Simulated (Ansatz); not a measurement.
# ReP (rocksalt): response to moved atoms and strain

Aim: move atoms of ReP (rocksalt) or strain its cell, and read the forces, the stress and the rise in energy. The start comes from a prototype table, not from a measured structure.

Method: DFT PBEsol, scalar-relativistic, plane waves, PAW, in Ansatz 0.2.0.

### Step 1. Starting point

Symmetry: Fm-3m, No. 225, cubic system. Conventional cell: a = 4.868 Å, b = 4.868 Å, c = 4.868 Å, α = 90.00°, β = 90.00°, γ = 90.00°. Re (site symmetry m-3m) has 6 P at 2.43 Å as nearest neighbours. Around P (site symmetry m-3m) lie 6 Re at 2.43 Å.

Structure file:

```cif
data_structure
_symmetry_space_group_name_H-M 'P 1'
_symmetry_Int_Tables_number 1
_cell_length_a 3.4423
_cell_length_b 3.4423
_cell_length_c 3.4423
_cell_angle_alpha 60.000
_cell_angle_beta 60.000
_cell_angle_gamma 60.000
_cell_volume 28.84
loop_
_atom_site_label
_atom_site_type_symbol
_atom_site_fract_x
_atom_site_fract_y
_atom_site_fract_z
_atom_site_occupancy
Re1 Re 0.50000 0.50000 0.50000 1
P1 P 0.00000 0.00000 0.00000 1
```

This cell comes from an earlier session at PBEsol: 14.422 Å³/atom at 0.00 GPa, on a 12×12×12 mesh.

The changes: atom 2 (P) moved 0.08 Å along z; strain e6 = +0.03, atoms carried along.

### Step 2. Atom 2 (P) moved 0.08 Å along z

Input file input.yaml:

```yaml
crystal:
  lattice:
    - [0.0, 2.434097926, 2.434097926]
    - [2.434097926, 0.0, 2.434097926]
    - [2.434097926, 2.434097926, 0.0]
  atoms:
    - { symbol: Re, position: [0.5, 0.5, 0.5] }
    - { symbol: P, position: [0.0164331926, 0.0164331926, -0.0164331926] }
basis:
  ecutwfc: 420
  ecutrho_ratio: 4
kpoints:
  mp_grid: { grid: [12, 12, 12] }
hamiltonian:
  xc: pbesol
scf:
  occupations: { method: gaussian, width: 0.05 }
output:
  forces: true
  stress: true
  eigenvalues: true
```

The run is started by

```bash
$ ansatz run input.yaml --threads 4 --pin off --max-ram 4096MiB --backend cpu --events-out ev --progress --plain --runs-dir out
```

The runs that follow: Strain e6 = +0.03, atoms carried along.

Before running it: what results should come out? Wanted: for each run, change; change of free energy; largest force; largest change of stress.

The runs gave:

| change | change of free energy (meV/atom) | largest force (eV/Å) | largest change of stress (GPa) |
| --- | --- | --- | --- |
| atom 2 (P) moved 0.08 Å along z | 1.18 | 0.083 | 2.93 |
| strain e6 = +0.03, atoms carried along | -4.98 | 0.000 | 3.45 |

Moving atom 2 by 0.08 Å meets a restoring force of 0.083 eV/Å along the move, a force constant of about 1.0 eV/Å², if the electronic state stayed the same; the energy rose by 2.4 meV a cell, where half of force times move gives 3.3, which casts doubt on that. Under e6 = +0.03 the matching stress changes by +3.45 GPa (compression positive), while the largest change is +3.45 GPa in component xy. The stress drives this strain further, which points to an instability. A distortion lowers the energy, so the starting cell or its electronic state is no minimum. Spin–orbit coupling is left out, though the cell holds Re; in elements this heavy it can shift levels and gaps by tenths of an eV. A separate test found that a distortion of this cell lowers its energy, so it is no minimum.
